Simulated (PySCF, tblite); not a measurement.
# C₅H₁₁GeNO₂: geometry, infrared bands, NMR shifts, electronic excitations and core binding energies, part 2 of 2

tblite 0.8.0 and PySCF 2.14.0. Atoms count from 0.

## (7) NMR shieldings: wB97X-D/pcSseg-1

What the job is given:

```
{"job": {"kind": "nmr", "xc": "wB97X-D", "basis": "pcSseg-1", "pop": false}, "charge": 0, "multiplicity": 1}
O      3.051571     1.343668     1.016987
C      2.793046     0.551718     0.149980
O      3.329738    -0.678421     0.109374
Ge     1.425842     0.845939    -1.285159
N     -0.197995     0.264197    -0.681385
C     -0.909154     0.958035     0.375272
C     -2.255614     0.222369     0.441399
C     -1.961580    -1.179499    -0.135119
C     -0.467037    -1.146910    -0.484825
H      3.918497    -0.753634     0.882094
H      1.780652     0.037336    -2.541642
H      1.336132     2.357913    -1.522250
H     -1.011283     2.031090     0.148635
H     -0.388162     0.879926     1.354397
H     -3.004039     0.741478    -0.174418
H     -2.645802     0.187018     1.468954
H     -2.559041    -1.354868    -1.041376
H     -2.194283    -1.989624     0.571233
H      0.126234    -1.575281     0.352895
H     -0.219392    -1.729757    -1.386302
```

Method: GIAO wB97X-D/pcSseg-1 NMR shielding, non-relativistic, gas phase.

The log of the run:

```text
coarse grid: 75992 points
cycle   1  E = -2478.8177910578  dE =  8.119e-01  |g| = 1.259e+00  |ddm| = 4.112e+00
cycle   2  E = -2478.6778095864  dE =  1.400e-01  |g| = 1.547e+00  |ddm| = 1.419e+00
cycle   3  E = -2479.0311042704  dE = -3.533e-01  |g| = 2.260e-01  |ddm| = 8.710e-01
cycle   4  E = -2479.0385562528  dE = -7.452e-03  |g| = 9.441e-02  |ddm| = 1.508e-01
cycle   5  E = -2479.0399187852  dE = -1.363e-03  |g| = 1.387e-02  |ddm| = 5.298e-02
cycle   6  E = -2479.0399580002  dE = -3.922e-05  |g| = 6.419e-03  |ddm| = 1.457e-02
cycle   7  E = -2479.0399652748  dE = -7.275e-06  |g| = 1.316e-03  |ddm| = 5.776e-03
final grid: 161584 points
cycle   8  E = -2479.0394265147  dE = -2.986e-06  |g| = 1.462e-03  |ddm| = 4.068e-03
cycle   9  E = -2479.0394264591  dE =  5.560e-08  |g| = 1.744e-03  |ddm| = 2.135e-03
cycle  10  E = -2479.0394270014  dE = -5.422e-07  |g| = 2.153e-04  |ddm| = 1.118e-03
cycle  11  E = -2479.0394270133  dE = -1.191e-08  |g| = 1.418e-04  |ddm| = 2.399e-04
cycle  12  E = -2479.0394270182  dE = -4.937e-09  |g| = 3.859e-05  |ddm| = 1.730e-04
cycle  13  E = -2479.0394270188  dE = -6.103e-10  |g| = 1.735e-05  |ddm| = 6.460e-05
converged SCF energy = -2479.0394270188

GIAO shielding tensors (ppm)
atom      isotropic    diamagn.    paramagn.     s11        s22        s33       span
  0 O     -164.459     403.343    -567.801   -474.682   -246.025    227.331    702.012
  1 C        2.484     256.448    -253.964   -100.883     30.424     77.909    178.792
  2 O       94.808     392.567    -297.758    -86.670    127.651    243.444    330.115
  3 Ge    1442.910    2755.381   -1312.471   1385.066   1408.177   1535.488    150.422
  4 N      218.566     331.643    -113.077    171.116    225.690    258.891     87.775
  5 C      132.744     246.337    -113.593    102.532    125.388    170.313     67.781
  6 C      158.177     248.942     -90.765    130.539    168.290    175.702     45.164
  7 C      157.998     248.836     -90.838    130.290    168.057    175.649     45.359
  8 C      132.648     246.324    -113.676    102.698    125.230    170.016     67.319
  9 H       25.256      29.482      -4.226     18.569     23.691     33.508     14.939
 10 H       26.465      28.387      -1.922     20.605     21.598     37.192     16.587
 11 H       26.729      28.670      -1.941     20.666     22.011     37.510     16.844
 12 H       28.339      31.307      -2.968     22.947     27.592     34.477     11.530
 13 H       28.888      32.838      -3.950     22.112     29.441     35.111     12.999
 14 H       29.652      29.511       0.142     24.391     27.352     37.214     12.823
 15 H       29.848      29.694       0.154     25.038     27.220     37.287     12.249
 16 H       29.641      29.516       0.125     24.380     27.366     37.178     12.798
 17 H       29.844      29.676       0.167     25.034     27.234     37.264     12.229
 18 H       28.883      32.723      -3.840     21.974     29.529     35.146     13.172
 19 H       28.314      31.195      -2.881     23.054     27.574     34.314     11.260
```

Wall time 84 s (1 thread of Arm Neoverse V2, shared host); peak memory 1.3 GiB.

This run: δ C1 182.1, C5 51.8, C6 26.5, O0 497.6, H9 6.12, H10 4.78 ppm (means over like atoms).

## (8) Core-electron binding energies: SCAN, X2C

The job, as its differences from that of step 7:

```diff
@@ -1,2 +1,2 @@
-{"job": {"kind": "nmr", "xc": "wB97X-D", "basis": "pcSseg-1", "pop": false}, "charge": 0, "multiplicity": 1}
+{"job": {"kind": "xps"}, "charge": 0, "multiplicity": 1}
 O      3.051571     1.343668     1.016987
```

Level: delta-SCF UKS SCAN, pcX-2 on the ionised atom, pcseg-1 elsewhere, spin-free X2C.

The log of the run:

```text
ground state, core basis on atom 0 (O), 225 functions
  cycle   1  E = -2496.09322073  |g| = 1.03e+00
  cycle   2  E = -2495.17769306  |g| = 2.32e+00
  cycle   3  E = -2496.24638175  |g| = 5.21e-01
  cycle   4  E = -2496.29659377  |g| = 1.66e-01
  cycle   5  E = -2496.30124093  |g| = 5.33e-02
  cycle   6  E = -2496.30180133  |g| = 2.38e-02
  cycle   7  E = -2496.30192156  |g| = 8.48e-03
  cycle   8  E = -2496.30193524  |g| = 3.15e-03
  cycle   9  E = -2496.30193911  |g| = 6.57e-04
  cycle  10  E = -2496.30193865  |g| = 1.77e-04
  E(ground) = -2496.45443977 Eh
hole in O 1s of atom 0
  cycle   1  E = -2475.70315253  |g| = 2.22e+00
  cycle   2  E = -2474.11488242  |g| = 2.49e+00
  cycle   3  E = -2475.77809556  |g| = 1.19e+00
  cycle   4  E = -2476.41073534  |g| = 5.49e-01
  cycle   5  E = -2476.50524588  |g| = 2.61e-01
  cycle   6  E = -2476.53598995  |g| = 1.37e-01
  cycle   7  E = -2476.54325887  |g| = 4.13e-02
  cycle   8  E = -2476.54389676  |g| = 1.70e-02
  cycle   9  E = -2476.54403265  |g| = 9.17e-03
  cycle  10  E = -2476.54412177  |g| = 5.30e-03
  cycle  11  E = -2476.54415616  |g| = 6.28e-03
  cycle  12  E = -2476.54418029  |g| = 6.63e-03
  cycle  13  E = -2476.54420933  |g| = 6.39e-03
  cycle  14  E = -2476.54428555  |g| = 8.89e-03
  cycle  15  E = -2476.54432387  |g| = 5.68e-03
  cycle  16  E = -2476.54434405  |g| = 1.04e-03
  cycle  17  E = -2476.54434703  |g| = 5.70e-04
  cycle  18  E = -2476.54434717  |g| = 3.34e-04
  E(ion) = -2476.69779222 Eh   <S^2> = 0.8771   hole on atom = 1.000   binding energy = 537.606 eV
ground state, core basis on atom 1 (C), 225 functions
  cycle   1  E = -2496.28042368  |g| = 8.71e-02
  cycle   2  E = -2496.27549624  |g| = 1.72e-01
  cycle   3  E = -2496.28105006  |g| = 3.22e-02
  cycle   4  E = -2496.28120984  |g| = 1.60e-02
  cycle   5  E = -2496.28125873  |g| = 1.41e-03
  cycle   6  E = -2496.28125619  |g| = 4.52e-04
  E(ground) = -2496.43613648 Eh
hole in C 1s of atom 1
  cycle   1  E = -2484.91444295  |g| = 1.51e+00
  cycle   2  E = -2480.71591218  |g| = 2.88e+00
  cycle   3  E = -2485.02898044  |g| = 9.16e-01
  cycle   4  E = -2484.70743215  |g| = 1.12e+00
  cycle   5  E = -2485.36864128  |g| = 4.58e-01
  cycle   6  E = -2485.42153660  |g| = 3.60e-01
  cycle   7  E = -2485.40865656  |g| = 3.52e-01
  cycle   8  E = -2485.44701403  |g| = 2.45e-01
  cycle   9  E = -2485.46755221  |g| = 1.76e-01
  cycle  10  E = -2485.48449783  |g| = 7.26e-02
  cycle  11  E = -2485.48789604  |g| = 2.28e-02
  cycle  12  E = -2485.48829356  |g| = 6.36e-03
  cycle  13  E = -2485.48820465  |g| = 1.36e-02
  cycle  14  E = -2485.48830883  |g| = 5.71e-03
  cycle  15  E = -2485.48831954  |g| = 4.16e-03
  cycle  16  E = -2485.48833130  |g| = 1.51e-03
  cycle  17  E = -2485.48833168  |g| = 5.53e-04
  cycle  18  E = -2485.48832953  |g| = 1.30e-04
  E(ion) = -2485.64181509 Eh   <S^2> = 1.0377   hole on atom = 1.000   binding energy = 293.728 eV
ground state, core basis on atom 2 (O), 225 functions
  cycle   1  E = -2496.30217649  |g| = 1.03e-01
  cycle   2  E = -2496.29960235  |g| = 1.26e-01
  cycle   3  E = -2496.30142822  |g| = 7.85e-02
  cycle   4  E = -2496.30256117  |g| = 1.79e-02
  cycle   5  E = -2496.30262285  |g| = 1.04e-03
  cycle   6  E = -2496.30262355  |g| = 5.75e-04
  cycle   7  E = -2496.30261998  |g| = 1.62e-04
  E(ground) = -2496.45534030 Eh
hole in O 1s of atom 2
  cycle   1  E = -2475.64638398  |g| = 2.22e+00
  cycle   2  E = -2472.66029119  |g| = 2.97e+00
  cycle   3  E = -2475.64514883  |g| = 1.31e+00
  cycle   4  E = -2476.29039990  |g| = 6.58e-01
  cycle   5  E = -2476.44624099  |g| = 2.10e-01
  cycle   6  E = -2476.44591536  |g| = 2.06e-01
  cycle   7  E = -2476.46408449  |g| = 4.89e-02
  cycle   8  E = -2476.46543983  |g| = 1.51e-02
  cycle   9  E = -2476.46558989  |g| = 4.24e-03
  cycle  10  E = -2476.46559614  |g| = 1.16e-03
  cycle  11  E = -2476.46559717  |g| = 5.52e-04
  cycle  12  E = -2476.46559709  |g| = 3.13e-04
  E(ion) = -2476.61889525 Eh   <S^2> = 0.7638   hole on atom = 1.000   binding energy = 539.777 eV
ground state, core basis on atom 4 (N), 225 functions
  cycle   1  E = -2496.28667690  |g| = 9.65e-02
  cycle   2  E = -2496.28403495  |g| = 1.34e-01
  cycle   3  E = -2496.28688944  |g| = 5.27e-02
  cycle   4  E = -2496.28725825  |g| = 3.15e-02
  cycle   5  E = -2496.28745075  |g| = 2.38e-03
  cycle   6  E = -2496.28745163  |g| = 5.33e-04
  cycle   7  E = -2496.28745094  |g| = 2.01e-04
  E(ground) = -2496.44133989 Eh
hole in N 1s of atom 4
  cycle   1  E = -2480.70624938  |g| = 1.88e+00
  cycle   2  E = -2479.40780645  |g| = 2.44e+00
  cycle   3  E = -2481.31287791  |g| = 5.53e-01
  cycle   4  E = -2481.29306124  |g| = 5.92e-01
  cycle   5  E = -2481.42581074  |g| = 1.90e-01
  cycle   6  E = -2481.44017585  |g| = 4.58e-02
  cycle   7  E = -2481.44102717  |g| = 1.41e-02
  cycle   8  E = -2481.44108825  |g| = 7.33e-03
  cycle   9  E = -2481.44111142  |g| = 1.53e-03
  cycle  10  E = -2481.44111248  |g| = 6.48e-04
  cycle  11  E = -2481.44111260  |g| = 2.79e-04
  E(ion) = -2481.59440196 Eh   <S^2> = 0.7678   hole on atom = 1.000   binding energy = 404.006 eV
ground state, core basis on atom 5 (C), 225 functions
  cycle   1  E = -2496.27461014  |g| = 5.73e-02
  cycle   2  E = -2496.27462073  |g| = 1.36e-02
  cycle   3  E = -2496.27459743  |g| = 1.69e-02
  cycle   4  E = -2496.27465492  |g| = 4.19e-03
  cycle   5  E = -2496.27465955  |g| = 1.11e-03
  cycle   6  E = -2496.27466408  |g| = 4.36e-04
  E(ground) = -2496.42923171 Eh
hole in C 1s of atom 5
  cycle   1  E = -2485.00285615  |g| = 1.51e+00
  cycle   2  E = -2482.67821793  |g| = 2.53e+00
  cycle   3  E = -2485.08651694  |g| = 9.67e-01
  cycle   4  E = -2485.45479339  |g| = 5.28e-01
  cycle   5  E = -2485.55441568  |g| = 2.15e-01
  cycle   6  E = -2485.56529898  |g| = 1.48e-01
  cycle   7  E = -2485.57353665  |g| = 3.69e-02
  cycle   8  E = -2485.57410153  |g| = 1.19e-02
  cycle   9  E = -2485.57416612  |g| = 5.15e-03
  cycle  10  E = -2485.57417968  |g| = 2.93e-03
  cycle  11  E = -2485.57418758  |g| = 1.33e-03
  cycle  12  E = -2485.57418744  |g| = 3.94e-04
  E(ion) = -2485.72783864 Eh   <S^2> = 0.7728   hole on atom = 1.000   binding energy = 291.200 eV
ground state, core basis on atom 6 (C), 225 functions
  cycle   1  E = -2496.27449399  |g| = 5.88e-02
  cycle   2  E = -2496.27444364  |g| = 2.45e-02
  cycle   3  E = -2496.27447570  |g| = 2.18e-02
  cycle   4  E = -2496.27458468  |g| = 5.41e-03
  cycle   5  E = -2496.27458944  |g| = 1.02e-03
  cycle   6  E = -2496.27458859  |g| = 4.40e-04
  E(ground) = -2496.42974875 Eh
hole in C 1s of atom 6
  cycle   1  E = -2485.03010138  |g| = 1.51e+00
  cycle   2  E = -2481.99041669  |g| = 2.53e+00
  cycle   3  E = -2485.27273213  |g| = 8.02e-01
  cycle   4  E = -2485.45297396  |g| = 6.00e-01
  cycle   5  E = -2485.56446546  |g| = 2.96e-01
  cycle   6  E = -2485.59945563  |g| = 6.74e-02
  cycle   7  E = -2485.60145122  |g| = 1.75e-02
  cycle   8  E = -2485.60154725  |g| = 1.17e-02
  cycle   9  E = -2485.60160924  |g| = 2.87e-03
  cycle  10  E = -2485.60161387  |g| = 1.10e-03
  cycle  11  E = -2485.60161349  |g| = 5.73e-04
  cycle  12  E = -2485.60161672  |g| = 3.68e-04
  E(ion) = -2485.75564211 Eh   <S^2> = 0.7688   hole on atom = 1.000   binding energy = 290.457 eV
```

Run time: 1.7 min. Hardware: 1 thread of Arm Neoverse V2, shared host; peak memory 0.92 GiB.

The holes in one table. −ε is the ground-state orbital energy:

```tsv
hole	stands for	environment	ΔSCF (eV)	−ε (eV)	⟨S²⟩
O1s on O0	O0	carbonyl oxygen	537.61 (doubtful)	516.5	0.877
C1s on C1	C1	carbonyl carbon	293.73 (doubtful)	277.0	1.038
O1s on O2	O2	acid hydroxyl oxygen	539.78	518.1	0.764
N1s on N4	N4	nitrogen bonded to 2 C, Ge, in a 5-membered ring	404.01	385.8	0.768
C1s on C5	C5, C8	sp3 CH2 bonded to N	291.20	274.4	0.773
C1s on C6	C6, C7	sp3 CH2 in a ring	290.46	273.6	0.769
```

Each hole run stands for the others of its class of like atoms.

Doubtful: the ion did not converge, its hole moved, or its ⟨S²⟩ is well above 0.75.

## (9) Side by side: NMR shifts

Shifts (ppm) of some atoms, chosen among heavy atoms and hydrogens apart, means over like atoms, with basis size and wall time:

```tsv
run	C1	H9	H10	O0	O2	Ge3	N4	functions	time
PBE0/pcSseg-1	180.7	6.07	4.85	499.6	243.1	-115	51.6	232	64 s
wB97X-D/pcSseg-1	182.1	6.12	4.78	497.6	238.4	-113	45.4	232	84 s
```

## (10) Summary of results

The summary covers parts 1 to 2.

| quantity | value |
| --- | --- |
| strongest single infrared mode (GFN2-xTB) | 2031 cm⁻¹, 488 km/mol |
| zero-point energy (GFN2-xTB) | 96.3 kcal/mol |
| point group | C1 |
| rotational constants (main isotopes) | 2.03, 0.70, 0.67 GHz |
| ¹³C shifts against TMS (PBE0/pcSseg-1, means over atoms taken as alike) | 180.7, 52.3, 26.4 ppm |
| ¹H shifts against TMS (PBE0/pcSseg-1, means over atoms taken as alike) | 6.07, 4.85, 2.82, 1.65 ppm |
| ¹⁷O shifts against H2O (PBE0/pcSseg-1) | 499.6, 243.1 ppm |
| ⁷³Ge shifts against GeMe4 (PBE0/pcSseg-1) | -115 ppm |
| ¹⁵N shifts against NH3 (PBE0/pcSseg-1) | 51.6 ppm |
| surface potential, 1st and 99th percentile | -1.55 V and 2.07 V |
| lowest singlet (wB97X-D/def2-SVPD) | 4.74 eV (262 nm), f = 0.021 |
| brightest single state of those computed | state 8, 7.41 eV, f = 0.109 |
| lowest triplet | 4.20 eV |
| vertical ionisation energy (ΔSCF) | 8.17 eV |
| C1s binding energies, SCAN/pcX-2 (standing for 4 of 5 atoms) | C5 291.20, C6 290.46 eV |
| O1s binding energies, SCAN/pcX-2 (standing for 1 of 2 atoms) | O2 539.78 eV |
| N1s binding energies, SCAN/pcX-2 | N4 404.01 eV |
| range of the shift of N4 | 45.4 to 51.6 ppm |

All 54 modes are real, so the xTB geometry is a minimum. The strongest single mode, at 2031 cm⁻¹, moves mainly H11 and H10. GFN2-xTB is a fitted tight-binding method: band positions and strengths are rough. Its intensities can rank the bands wrongly. Over 5 steps the energy fell by 0.167 eV; of the close pairs, Ge3–H10 changed most, 1.487 to 1.536 Å (PBE0/def2-SVP). At PBE0/pcSseg-1: The widest tensor belongs to O0: span 685 ppm, with a paramagnetic part of -568 ppm. At wB97X-D/def2-SVPD, the highest states lie near or above the ionisation energy, where they hang on the basis. The orbital energy would give 8.19 eV for ionisation, ΔSCF gives 8.17 eV. The C1s levels kept as sound span 0.74 eV, from C6 (sp3 CH2 in a ring) up to C5 (sp3 CH2 bonded to N). Only 4 of the 5 C atoms are covered by sound results. Across the 2 runs the shift of N4 moves most, between 45.4 (wB97X-D/pcSseg-1) and 51.6 ppm (PBE0/pcSseg-1). Spin-orbit coupling is left out, which matters for shieldings and couplings at and beside the heavy atoms.
